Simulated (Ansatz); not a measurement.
# EuBi (WC type): the equilibrium volume

At what volume is EuBi (WC type) free of pressure? The start comes from a prototype table, not from a measured structure.

Program: Ansatz 0.2.0. Level of theory: DFT PBE, scalar-relativistic, plane waves, PAW. These are calculated values, not measurements.

4 further runs of the same task are left out: 2 that didn't finish, 2 set aside as unsound or not needed. Runs told in other sessions of the task aren't counted.

**1. The system as given**

It takes space group P-6m2 (No. 187, hexagonal). The conventional cell has a = 4.229 Å, b = 4.229 Å, c = 4.127 Å, α = 90.00°, β = 90.00°, γ = 120.00°. Eu (site symmetry -6m2) has 6 Bi at 3.20 Å in its first shell of neighbours. Around Bi (site symmetry -6m2) lie 6 Eu at 3.20 Å.

As a file:

```
CELL_PARAMETERS angstrom
4.22914 0.00000 0.00000
-2.11457 3.66254 0.00000
0.00000 0.00000 4.12743
ATOMIC_POSITIONS crystal
Eu 0.00000 0.00000 0.00000
Bi 0.66667 0.33333 0.50000
```

Starting moments: Eu 6.00 μB.

**2. Full relaxation**

The input, input.yaml:

```yaml
crystal:
  lattice:
    - [4.229142495, 0.0, 0.0]
    - [-2.1145712475, 3.6625448369, 0.0]
    - [0.0, 0.0, 4.1274335459]
  atoms:
    - { symbol: Eu, position: [0.0, 0.0, 0.0], spin: 6.0 }
    - { symbol: Bi, position: [0.6666666667, 0.3333333333, 0.5] }
basis:
  ecutwfc: 420
  ecutrho_ratio: 4
kpoints:
  mp_grid: { grid: [10, 10, 8] }
hamiltonian:
  xc: pbe
scf:
  occupations: { method: gaussian, width: 0.05 }
output:
  forces: true
  stress: true
  eigenvalues: true
  populations: true
magnetization:
  spin_polarized: true
relax:
  f_tol: 0.01
  max_steps: 60
  cell: { stress_tol: 0.04 }
```

Command:

```bash
$ ansatz run input.yaml --threads 2 --pin off --max-ram 2662MiB --backend cpu --events-out ev --progress --plain --runs-dir out
```

Further steps of the session: Full relaxation once more, on the mesh of the new cell.

Before running it: what results should come out? Wanted: volume; pressure; conventional cell; gap on the mesh; spin moments in spheres.

As calculated:

```
               quantity                                                                       value
                 volume                                                              36.058 Å³/atom
               pressure                                                                    0.00 GPa
      conventional cell  a = 4.257 Å, b = 4.257 Å, c = 4.595 Å, α = 90.00°, β = 90.00°, γ = 120.00°
        gap on the mesh                                                                none (metal)
spin moments in spheres                                                        Eu 6.76; Bi -0.07 μB
```

What this shows: From the first run shown, the volume went from 31.97 to 36.06 Å³/atom (+12.8 %) in 2 runs, where the pressure is zero within 0.01 GPa. Another start or magnetic order reached a lower energy, so these numbers don't belong to the lowest state found. Spin–orbit coupling is left out, though the cell holds Bi; in elements this heavy it can shift levels and gaps by tenths of an eV. No U acts on the 4f shell, so its levels can lie too near the Fermi level.
